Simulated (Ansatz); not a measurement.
# CdTe (zincblende type): the cost of one run

Program: Ansatz 0.2.0. Level of theory: DFT LDA, with the methods named in each step. These are calculated values, not measurements.

### 1 Starting point

Symmetry: F-43m, No. 216, cubic system. The conventional cell has a = 6.407 Å, b = 6.407 Å, c = 6.407 Å, α = 90.00°, β = 90.00°, γ = 90.00°. Cd (site symmetry -43m) is surrounded by 4 Te at 2.77 Å. Te (site symmetry -43m) has 4 Cd at 2.77 Å in its first shell of neighbours.

As a file:

```cif
data_structure
_symmetry_space_group_name_H-M 'F-43m'
_symmetry_Int_Tables_number 216
_cell_length_a 6.4074
_cell_length_b 6.4074
_cell_length_c 6.4074
_cell_angle_alpha 90.000
_cell_angle_beta 90.000
_cell_angle_gamma 90.000
_cell_volume 263.05
loop_
_atom_site_label
_atom_site_type_symbol
_atom_site_symmetry_multiplicity
_atom_site_Wyckoff_symbol
_atom_site_fract_x
_atom_site_fract_y
_atom_site_fract_z
_atom_site_occupancy
Cd1 Cd 4 a 0.00000 0.00000 0.00000 1
Te1 Te 4 d 0.25000 0.25000 0.75000 1
```

The file gives the conventional cell by its symmetry; the runs use the cell typed in the input.

Whether this phase is the stable one at these pressures isn't tested.

Atoms are numbered in the order of the input: Cd1, Te2.

### 2 The reference volume, LAPW

Contents of input.yaml:

```yaml
crystal:
  lattice:
    - [0.0, 3.2036987384, 3.2036987384]
    - [3.2036987384, 0.0, 3.2036987384]
    - [3.2036987384, 3.2036987384, 0.0]
  atoms:
    - { symbol: Cd, position: [0.0, 0.0, 0.0] }
    - { symbol: Te, position: [0.25, 0.25, 0.25] }
kpoints:
  mp_grid: { grid: [12, 12, 12] }
  band_path:
    path:
      - [0.0, 0.0, 0.0]
      - [-0.5, -0.5, 0.0]
      - [-0.375, -0.375, 0.25]
      - [-0.375, 0.0, 0.375]
      - [0.0, 0.0, 0.0]
      - [0.0, 0.0, 0.5]
      - [-0.5, -0.25, 0.25]
      - [-0.5, -0.5, 0.0]
    npoints: 14
scf:
  occupations: { method: fermi_dirac, width: 0.05 }
hamiltonian:
  xc: lda
  pseudopotentials: { kind: all_electron, lapw: { basis_error: 0.001 } }
output:
  forces: true
  stress: true
  eigenvalues: true
  populations: true
  dos: { projected: true, de: 0.2, e_range: [-14, 8] }
```

Run with:

```
$ ansatz run input.yaml --threads 1 --pin off --max-ram 2048MiB --backend cpu --events-out ev --progress --plain --runs-dir out
```

Q: Estimate wall time and peak memory on 1 thread of Intel Xeon at 2.50GHz (Skylake/Cascade Lake), shared host.

About 1.8 min, with a peak of 0.46 GiB.
